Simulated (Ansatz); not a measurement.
# BiTe: an axial (c/a) deformation path

Aim: for BiTe, look for other minima along an axial (c/a) path.

Program: Ansatz 0.2.0. Level of theory: DFT PBE, scalar-relativistic, plane waves, PAW. These are calculated values, not measurements.

## Step 1: The system as given

It takes space group R-3m (No. 166, trigonal). Conventional cell: a = 4.845 Å, b = 4.845 Å, c = 9.952 Å, α = 90.00°, β = 90.00°, γ = 120.00°. Bi (site symmetry -3m) is surrounded by 6 Te at 3.25 Å. Te (site symmetry -3m) has 6 Bi at 3.25 Å in its first shell of neighbours.

As a file:

```
CELL_PARAMETERS angstrom
2.42271 1.39875 3.31729
-2.42271 1.39875 3.31729
0.00000 -2.79750 3.31729
ATOMIC_POSITIONS crystal
Bi 0.50000 0.50000 0.50000
Te 0.00000 0.00000 0.00000
```

It goes back to an entry of the Materials Project, which need not be the stable form.

No relaxation comes first: the listed cell is the starting point.

## Step 2: The reference cell

Reference values: F = -19376.6655 eV; pressure -0.03 GPa; largest force 0.000 eV/Å; gap on the mesh none (metal). It was computed beforehand with the settings of the runs below.

## Step 3: Setting up an axial (c/a) deformation path

At fixed volume and fractional coordinates, lengths along (0.000, 0.000, 1.000) are scaled against those across it; ρ is that ratio over its starting value.

## Step 4: Point ρ = 0.850

input.yaml reads:

```yaml
crystal:
  lattice:
    - [2.5575731115, 1.4766155244, 2.9766628402]
    - [-2.5575731115, 1.4766155244, 2.9766628402]
    - [0.0, -2.9532310488, 2.9766628402]
  atoms:
    - { symbol: Bi, position: [0.5, 0.5, 0.5] }
    - { symbol: Te, position: [0.0, 0.0, 0.0] }
basis:
  ecutwfc: 420
kpoints:
  mp_grid: { grid: [12, 12, 12] }
hamiltonian:
  xc: pbe
scf:
  occupations: { method: gaussian, width: 0.15 }
output:
  forces: true
  stress: true
  eigenvalues: true
  write_density: true
  write_potential: true
  elf: true
  volumetric_format: npy
```

Launch:

```bash
ansatz run input.yaml --threads 1 --pin off --max-ram 2560MiB --backend cpu --events-out ev --progress --plain --runs-dir out
```

## Step 5: At ρ = 1.200

input.yaml: that of step 4 with these lines changed.

```diff
@@ -2,5 +2,5 @@
   lattice:
-    - [2.5575731115, 1.4766155244, 2.9766628402]
-    - [-2.5575731115, 1.4766155244, 2.9766628402]
-    - [0.0, -2.9532310488, 2.9766628402]
+    - [2.2798553017, 1.3162750721, 3.746029497]
+    - [-2.2798553017, 1.3162750721, 3.746029497]
+    - [0.0, -2.6325501443, 3.746029497]
   atoms:
```

## Step 6: ρ = 0.920

input.yaml: that of step 5 with these lines changed.

```diff
@@ -2,5 +2,5 @@
   lattice:
-    - [2.2798553017, 1.3162750721, 3.746029497]
-    - [-2.2798553017, 1.3162750721, 3.746029497]
-    - [0.0, -2.6325501443, 3.746029497]
+    - [2.4909886969, 1.4381729947, 3.1379227438]
+    - [-2.4909886969, 1.4381729947, 3.1379227438]
+    - [0.0, -2.8763459894, 3.1379227438]
   atoms:
```

## Step 7: Point ρ = 1.100

input.yaml reads:

```yaml
crystal:
  lattice:
    - [2.3469480198, 1.355011071, 3.5349137267]
    - [-2.3469480198, 1.355011071, 3.5349137267]
    - [0.0, -2.710022142, 3.5349137267]
  atoms:
    - { symbol: Bi, position: [0.5, 0.5, 0.5] }
    - { symbol: Te, position: [0.0, 0.0, 0.0] }
basis:
  ecutwfc: 420
kpoints:
  mp_grid: { grid: [12, 12, 12] }
hamiltonian:
  xc: pbe
scf:
  occupations: { method: gaussian, width: 0.15 }
output:
  forces: true
  stress: true
  eigenvalues: true
```

## Step 8: At ρ = 0.960

input.yaml: that of step 7 with these lines changed.

```diff
@@ -2,5 +2,5 @@
   lattice:
-    - [2.3469480198, 1.355011071, 3.5349137267]
-    - [-2.3469480198, 1.355011071, 3.5349137267]
-    - [0.0, -2.710022142, 3.5349137267]
+    - [2.4558996751, 1.4179143385, 3.2282303593]
+    - [-2.4558996751, 1.4179143385, 3.2282303593]
+    - [0.0, -2.835828677, 3.2282303593]
   atoms:
```

## Step 9: ρ = 1.050

input.yaml: that of step 8 with these lines changed.

```diff
@@ -2,5 +2,5 @@
   lattice:
-    - [2.4558996751, 1.4179143385, 3.2282303593]
-    - [-2.4558996751, 1.4179143385, 3.2282303593]
-    - [0.0, -2.835828677, 3.2282303593]
+    - [2.3836250067, 1.3761865393, 3.4269667821]
+    - [-2.3836250067, 1.3761865393, 3.4269667821]
+    - [0.0, -2.7523730785, 3.4269667821]
   atoms:
```

## Step 10: At ρ = 0.800

input.yaml: that of step 9 with these lines changed.

```diff
@@ -2,5 +2,5 @@
   lattice:
-    - [2.3836250067, 1.3761865393, 3.4269667821]
-    - [-2.3836250067, 1.3761865393, 3.4269667821]
-    - [0.0, -2.7523730785, 3.4269667821]
+    - [2.6097828348, 1.5067588222, 2.8587555455]
+    - [-2.6097828348, 1.5067588222, 2.8587555455]
+    - [0.0, -3.0135176444, 2.8587555455]
   atoms:
```

## Step 11: At ρ = 1.300

input.yaml: that of step 10 with these lines changed.

```diff
@@ -2,5 +2,5 @@
   lattice:
-    - [2.6097828348, 1.5067588222, 2.8587555455]
-    - [-2.6097828348, 1.5067588222, 2.8587555455]
-    - [0.0, -3.0135176444, 2.8587555455]
+    - [2.2198310163, 1.2816200348, 3.9513539146]
+    - [-2.2198310163, 1.2816200348, 3.9513539146]
+    - [0.0, -2.5632400697, 3.9513539146]
   atoms:
```

(Steps that only read results are left out.)

**Question.** What will these runs give? Wanted: highest point.

As calculated:

| quantity | value |
| --- | --- |
| highest point | 81.9 meV/atom at ρ = 0.800 |

In words: The undisturbed cell stays the lowest of the sampled points. No further minimum shows among the sampled points. Spin-orbit coupling is left out for Bi, Te.
